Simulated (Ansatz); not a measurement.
# C2H8FNOSi: the cost of one run

Method: RKS PBE0-D4/cc-pVDZ, in Ansatz 0.2.0.

### Step 1. Starting point

Bond lengths: C1–O2 1.389 Å, O2–Si3 1.670 Å, Si3–N4 1.805 Å, Si3–C5 1.830 Å, C5–F6 1.372 Å, C1–H7 1.048 Å, C1–H8 1.113 Å, C1–H9 1.170 Å, Si3–H10 1.501 Å, N4–H11 0.998 Å, N4–H12 1.005 Å, C5–H13 1.064 Å, C5–H14 1.092 Å. Angles (14 of 22 angles, heavy atoms first): C1–O2–Si3 119.8°, O2–Si3–N4 100.7°, O2–Si3–C5 116.4°, N4–Si3–C5 113.7°, Si3–C5–F6 108.3°, O2–C1–H7 111.7°, O2–C1–H8 108.7°, O2–C1–H9 111.3°, O2–Si3–H10 107.3°, N4–Si3–H10 103.0°, C5–Si3–H10 114.1°, Si3–N4–H11 103.4°, Si3–N4–H12 103.3°, Si3–C5–H13 115.2°.

As a file:

```xyz
14

C    -0.9124   -1.2333    1.3844
O     0.2835   -0.9380    0.7431
Si    0.4574    0.5143   -0.0618
N     2.2102    0.4536   -0.4871
C    -0.6399    0.7828   -1.5011
F    -1.9390    0.7789   -1.0591
H    -0.8640   -2.1491    1.8922
H    -1.7297   -1.2440    0.6289
H    -1.1921   -0.4056    2.1630
H     0.3969    1.6056    0.9675
H     2.6645    0.4723    0.4010
H     2.3294   -0.4786   -0.8433
H    -0.5808    0.0391   -2.2603
H    -0.4970    1.7728   -1.9388
```

### Step 2. End point A

Contents of input.yaml:

```yaml
crystal:
  periodic: [false, false, false]
  atoms:
    - { symbol: C, position_ang: [-0.9124, -1.2333, 1.3844] }
    - { symbol: O, position_ang: [0.2835, -0.938, 0.7431] }
    - { symbol: Si, position_ang: [0.4574, 0.5143, -0.0618] }
    - { symbol: "N", position_ang: [2.2102, 0.4536, -0.4871] }
    - { symbol: C, position_ang: [-0.6399, 0.7828, -1.5011] }
    - { symbol: F, position_ang: [-1.939, 0.7789, -1.0591] }
    - { symbol: H, position_ang: [-0.864, -2.1491, 1.8922] }
    - { symbol: H, position_ang: [-1.7297, -1.244, 0.6289] }
    - { symbol: H, position_ang: [-1.1921, -0.4056, 2.163] }
    - { symbol: H, position_ang: [0.3969, 1.6056, 0.9675] }
    - { symbol: H, position_ang: [2.6645, 0.4723, 0.401] }
    - { symbol: H, position_ang: [2.3294, -0.4786, -0.8433] }
    - { symbol: H, position_ang: [-0.5808, 0.0391, -2.2603] }
    - { symbol: H, position_ang: [-0.497, 1.7728, -1.9388] }
basis:
  gaussian: { orbitals: cc-pVDZ }
hamiltonian:
  xc: pbe0
  dispersion: d4
relax:
  f_tol: 0.015
  max_steps: 40
```

Launch:

```console
$ ansatz run input.yaml --threads 2 --pin off --max-ram 3072MiB --backend cpu --events-out ev --progress --plain --runs-dir out
```

**Question.** How long does this run take on 2 threads of AMD EPYC 9R14 (Zen 4), shared host, and how much memory does it need?

About 34 s, with a peak of 0.33 GiB.
